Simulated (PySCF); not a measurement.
# C2H6O2SSi: the cost of one run

Computed with PySCF 2.14.0 and routines of our own; the level stands in each step. Atoms count from 0.

## (1) The starting structure

12 atoms, charge 0, multiplicity 1; geometry from: GFN2-xTB.

## (2) Relaxing the molecule at PBE0-D3(BJ)/def2-SVP

Job settings and geometry (Å):

```
{"job": {"xc": "PBE0", "basis": "def2-SVP", "d3": "d3bj", "grid": 1, "kind": "geom"}, "charge": 0, "multiplicity": 1}
S      2.897734     0.445092     0.858955
Si     1.009515     0.832740    -0.033337
O     -0.276657     0.927321     0.970592
C     -1.268022    -0.004293     0.638651
C     -0.858364    -0.683506    -0.685088
O      0.514818    -0.488716    -0.860954
H      2.901596    -0.867675     0.675565
H      1.092296     2.037270    -0.834882
H     -1.342213    -0.734263     1.450471
H     -2.222158     0.517123     0.536978
H     -1.388565    -0.225517    -1.525413
H     -1.058782    -1.756262    -0.673436
```

On the command line:

```sh
$ OMP_NUM_THREADS=1 python excited_run.py task.json out
```

One launch serves the whole session: the jobs run in the order shown.

Q: Estimate the wall time and peak memory of this first job on 1 thread of Arm Neoverse V1, shared host.

About 36 s, with a peak of 0.6 GiB.
